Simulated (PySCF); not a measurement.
# Solver options tried on BeF⁺

The same problem is solved with other solver options, one edit a run.

Method: each script names its method and basis; program: PySCF 2.14.0.

1 further run of the same task is left out (it didn't finish).

## Step 1: The starting structure

BeF⁺: 2 atoms, charge 1, spin multiplicity 1.

Bond lengths: Be1–F2 1.792 Å.

## Step 2: The run that the others are compared with

Contents of input.py:

```python
from pyscf import gto, scf

mol = gto.M(
    atom='Be 0 0 0; F 0 0 1.792',
    basis='3-21g',
    charge=1,
    spin=0,
    verbose=4,
)
mf = scf.RHF(mol)
mf.kernel()
mf.nuc_grad_method().kernel()
mf.dip_moment()
print('orbital energies (hartree):', mf.mo_energy[..., max(0, mol.nelec[1]-3):mol.nelec[0]+3].round(4))
```

Launch:

```console
> OMP_NUM_THREADS=1 python input.py
```

Its log is not repeated here.

In short: E(SCF) = -113.079553 Eh, 10 cycles, gradient on the second atom 0.1478 Eh/bohr.

The bond length is a typed value, not an optimised one. The dipole of an ion depends on the origin.

## Step 3: DIIS space 2

Run 1 changes DIIS space: default → 2.

Contents of input.py:

```python
from pyscf import gto, scf

mol = gto.M(
    atom='Be 0 0 0; F 0 0 1.792',
    basis='3-21g',
    charge=1,
    spin=0,
    verbose=4,
)
mf = scf.RHF(mol)
mf.diis_space = 2
mf.kernel()
mf.nuc_grad_method().kernel()
mf.dip_moment()
print('orbital energies (hartree):', mf.mo_energy[..., max(0, mol.nelec[1]-3):mol.nelec[0]+3].round(4))
```

Launch:

```console
> OMP_NUM_THREADS=1 python input.py
```

## Step 4: Convergence threshold 1e-13 hartree

Run 2 changes convergence threshold: default → 1e-13 hartree.

Edit input.py of step 2 so:

```diff
@@ -10,2 +10,3 @@
 mf = scf.RHF(mol)
+mf.conv_tol = 1e-13
 mf.kernel()
```

## Step 5: Initial guess huckel

Run 3 changes initial guess: minao → huckel.

Edit input.py of step 2 so:

```diff
@@ -10,2 +10,3 @@
 mf = scf.RHF(mol)
+mf.init_guess = 'huckel'
 mf.kernel()
```

## Step 6: Point-group symmetry on

Run 4 changes point-group symmetry: off → on.

Edit input.py of step 2 so:

```diff
@@ -7,2 +7,3 @@
     spin=0,
+    symmetry=True,
     verbose=4,
```

## Step 7: Second-order solver on

Run 5 changes second-order solver: off → on.

Edit input.py of step 2 so:

```diff
@@ -10,2 +10,3 @@
 mf = scf.RHF(mol)
+mf = mf.newton()
 mf.kernel()
```

Q: Predict the outcome of this session. Wanted: for each run, E(SCF); from base; gap.

The runs gave:

| run | E(SCF) (hartree) | from base (eV) | cycles | gap (eV) |
| --- | --- | --- | --- | --- |
| base | -113.079553 | 0 | 10 | 11.60 |
| DIIS space 2 | -113.079553 | 0.0000 | 14 | 11.60 |
| convergence threshold 1e-13 hartree | -113.079553 | 0.0000 | 12 | 11.60 |
| initial guess huckel | -113.079553 | 0.0000 | 9 | 11.60 |
| point-group symmetry on | -113.079553 | 0.0000 | 10 | 11.60 |
| second-order solver on | -113.079553 | 0.0000 | 5 macro | 11.60 |

Distance from each run's final energy (log10 hartree) by cycle:

| run | cycle 1 | cycle 2 | cycle 3 | cycle 5 | cycle 8 | cycle 12 |
| --- | --- | --- | --- | --- | --- | --- |
| base | -1.1 | -1.4 | -3.1 | -5.1 | -8.7 | done |
| DIIS space 2 | -1.1 | -1.4 | -3.1 | -4.7 | -6.3 | -8.5 |
| convergence threshold 1e-13 hartree | -1.1 | -1.4 | -3.1 | -5.1 | -8.7 | < -11 |
| initial guess huckel | -0.9 | -1.2 | -2.9 | -4.6 | -9.8 | done |
| point-group symmetry on | -1.1 | -1.4 | -3.1 | -5.1 | -8.7 | done |
| second-order solver on | -1.9 | -3.0 | -7.3 | < -11 | done | done |

The SCF energy stays the same, to the digits that matter, with DIIS space 2 or convergence threshold 1e-13 hartree or initial guess huckel or point-group symmetry on or second-order solver on. The base needs 10 cycles and the run with DIIS space 2 needs 14.
